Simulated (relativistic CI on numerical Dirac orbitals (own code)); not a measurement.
**Tc⁴⁺: M2,3 absorption multiplets**

Wanted: the shape of the M2,3 absorption spectrum of Tc⁴⁺ in 4 surroundings, from the same atomic integrals.

Program: relativistic CI on numerical Dirac orbitals (own code) version 1. Level of theory: Dirac-Coulomb-Breit CI, KLI orbitals optimised for each configuration, model QED (radiative potential, 1s self-energy scaled to tabulated hydrogen-like ionisation energies), multiplet model of core-to-valence dipole absorption in a parametric crystal field. These are calculated values, not measurements, unless marked.

## (1) Starting point

| Property | Result |
| --- | --- |
| ion | Tc⁴⁺ (Tc V) |
| nuclear charge | 43 |
| electrons | 39 |
| configurations | [Kr] 4d3 → [Ne] 3s2 3p5 3d10 4s2 4p6 4d4 |
| magnetising field for the dichroism, Lz and Sz | exchange field 10 meV on Sz; these come from the lowest magnetised state alone (0 K) |
| temperature of the isotropic spectrum | 300 K |
| widths | Lorentz 2 eV, Gauss 0.4 eV |
| surrounding 1 | Oh, 10Dq = 43700 cm⁻¹ |
| surrounding 2 | Oh, 10Dq = 52800 cm⁻¹ |
| surrounding 3 | Oh, 10Dq = 61950 cm⁻¹ |
| surrounding 4 | Oh, 10Dq = 71050 cm⁻¹ |

## (2) Surrounding 1: Oh, 10Dq = 43700

Settings of the run:

```ini
atom Tc  Z=43  charge=4  electrons=39
nucleus A=97  rms_radius_fm=4.4112
hamiltonian dirac-coulomb  breit=on  qed=on  c_scale=1
orbitals kli  potential=per-configuration
slater_scale 1
correlation none
mixing on
configurations
  [Kr] 4d3
  [Ne] 3s2 3p5 3d10 4s2 4p6 4d4
end
absorption M2,3 T=300 lorentz=2 gauss=0.4
crystal_field Oh 10Dq=43700
```

## (3) Surrounding 2: Oh, 10Dq = 52800

The settings differ from step 2 so:

```diff
@@ -12,2 +12,2 @@
 absorption M2,3 T=300 lorentz=2 gauss=0.4
-crystal_field Oh 10Dq=43700
+crystal_field Oh 10Dq=52800
```

## (4) Surrounding 3: Oh, 10Dq = 61950

The settings differ from step 3 so:

```diff
@@ -12,2 +12,2 @@
 absorption M2,3 T=300 lorentz=2 gauss=0.4
-crystal_field Oh 10Dq=52800
+crystal_field Oh 10Dq=61950
```

## (5) Surrounding 4: Oh, 10Dq = 71050

The settings differ from step 4 so:

```diff
@@ -12,2 +12,2 @@
 absorption M2,3 T=300 lorentz=2 gauss=0.4
-crystal_field Oh 10Dq=61950
+crystal_field Oh 10Dq=71050
```

(Steps that only read results are left out.)

Before running it: what results should come out? Wanted: highest peak, first run; ground spin; share of the lower edge; core spin-orbit splitting.

As calculated:

| surrounding | ground S | Lz (0 K) | Sz (0 K) | centroid (eV) | share of the lower edge | up to four highest peaks (% of the highest), eV |
| --- | --- | --- | --- | --- | --- | --- |
| 1: Oh | 1.50 | 0.10 | -1.50 | 441.70 | 0.719* | 433.8 (86), 436.8 (100), 454.2 (39), 456.8 (38) |
| 2: Oh | 1.50 | 0.08 | -1.50 | 441.92 | 0.723* | 433.2 (92), 437.5 (100), 439.2 (73), 453.8 (39) |
| 3: Oh | 1.50 | 0.07 | -1.50 | 442.13 | 0.722* | 433.0 (96), 438.2 (100), 440.0 (75), 453.5 (40) |
| 4: Oh | 1.50 | 0.06 | -1.50 | 442.33 | 0.721* | 432.5 (100), 439.0 (100), 440.8 (76), 453.0 (41) |

* From the broadened curve, split at its minimum between the edges.

| quantity | value |
| --- | --- |
| highest peak, first run | 436.8 eV |
| ground spin (effective S from ⟨S²⟩) | 1.50 |
| share of the lower edge | 0.719 to 0.723 |
| core spin-orbit splitting (without Breit) | 20.16 eV |

The lower edge takes 0.72 of the intensity in surrounding 1, above the statistical 0.67. The position of the maximum differs by up to 2.2 eV between the surroundings, by shifts of peaks or by peaks exchanging rank. Edge positions are free-ion values and differ from those in solids by a few eV or more.
